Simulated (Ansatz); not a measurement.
H4SeSi, SMILES [SiH3][SeH], a ladder of basis sets

With the Python package of Ansatz (0.2.0).

Typed at the interpreter:
```pycon
>>> from dataclasses import dataclass
>>> import ansatz as az
>>> from ase import Atoms
>>> @dataclass(frozen=True)
... class RunConfig:
...     functional: str = "b3lyp"
...
>>> cfg = RunConfig()
>>> atoms = Atoms(["Si", "Se", "H", "H", "H", "H"], positions=[
...     (-0.2069, -0.3029, -0.4486),
...     (0.8961, -0.2781, 1.5048),
...     (-1.608, 0.3558, -0.2609),
...     (-0.3516, -1.6264, -0.945),
...     (0.4926, 0.5147, -1.4769),
...     (0.8199, 1.2729, 1.5803),
... ])
>>> system = az.Crystal.molecule_from_ase(atoms)
>>> setup = system.calculation().functional(cfg.functional)
>>> energies = {}
>>> for basis in ["cc-pVDZ", "cc-pVTZ"]:
...     summary = setup.basis(gaussian=basis).run().report
...     size = summary["n_frozen"] + summary["n_occupied"][0] + summary["n_virtual"][0]
...     energies[basis] = (summary["reference_energy_ev"] / 27.211386246, summary["free_energy_ev"] / 27.211386246)
...     print(f"{basis:14s} {size:4d} orbitals  reference {energies[basis][0]:14.6f} Ha  total {energies[basis][1]:14.6f} Ha")
...
cc-pVDZ          65 orbitals  reference   -2693.481735 Ha  total   -2693.481735 Ha
cc-pVTZ         133 orbitals  reference   -2693.575921 Ha  total   -2693.575921 Ha
>>> last = energies["cc-pVTZ"][1]
>>> for basis, (_, total) in energies.items():
...     print(f"{basis:14s} lies {27.211386 * (total - last):9.4f} eV above cc-pVTZ")
...
cc-pVDZ        lies    2.5629 eV above cc-pVTZ
cc-pVTZ        lies    0.0000 eV above cc-pVTZ
```

Against cc-pVDZ: cc-pVTZ -94.2 mHa. The last step alone is -94.19 mHa. From the first set to the last the time grows from 1.6 to 2.5 s.

Notes:
- The drop along the ladder measures the basis error, and is no property of the molecule.
- The geometry is a force-field or estimated start, not a minimum of this method, and the last set is no limit. Much of the fall in a total is atomic energy, which cancels in bond and reaction energies.
- b3lyp holds the VWN-RPA fit, as in Gaussian; the form of ORCA and Turbomole is b3lyp5.
- For Al to Cl the sets with a tight d function, cc-pV(X+d)Z, are usual.
- Timing: 4.4 s on 1 thread of Arm Neoverse V2, with other jobs on the host, peak memory 0.32 GiB.

(Lines on the test bed's own set-up are left out of the output.)
